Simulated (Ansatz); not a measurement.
# AsF− (doublet): relaxing a cheap start

Where does this start of AsF− (doublet) end when it is relaxed?

The runs use Ansatz 0.2.0, Gaussian basis; UKS PBE0/def2-TZVPD.

### 1 Where the work starts

2 atoms, charge -1, spin multiplicity 2.

Atoms are counted from 1 here; the program's logs count them from 0.

Bond lengths: F1–As2 1.637 Å.

As a file:

```xyz
2
AsF
F     0.0000    0.0000    0.0000
As    0.0000    0.0000    1.6368
```

The start is set by covalent radii. Sticks and bond lists go by distance. No spin-orbit coupling is included. 

### 2 Relaxation

The input, in.yaml:

```yaml
crystal:
  periodic: [false, false, false]
  atoms:
    - {symbol: F, position_ang: [0.000000, 0.000000, 0.000000]}
    - {symbol: As, position_ang: [0.000000, 0.000000, 1.636800]}
basis:
  gaussian: {orbitals: def2-TZVPD}
total_charge: -1
magnetization: {spin_polarized: true, initial_magnetization: 1}
hamiltonian: {xc: pbe0}
relax: {f_tol: 0.004, max_steps: 80}
```

Launch:

```
$ ansatz run in.yaml --threads 1 --pin off --events-out ev --progress --plain --max-ram 2176MiB
```

Q: Predict the outcome of this session. Wanted: energy gained; shift from the start; total energy; ⟨S²⟩.

As calculated:

| quantity | value |
| --- | --- |
| steps | 6 |
| energy gained | 0.521 eV |
| shift from the start (rms) | 0.105 Å |
| total energy | -63549.3895 eV |
| ⟨S²⟩ | 0.754 |

The bonds of the start are those of the end. F1–As2 went from 1.637 to 1.847 Å. No vibrations were run, so this is a stationary point, not a proven minimum, and this spin need not be the ground state's.
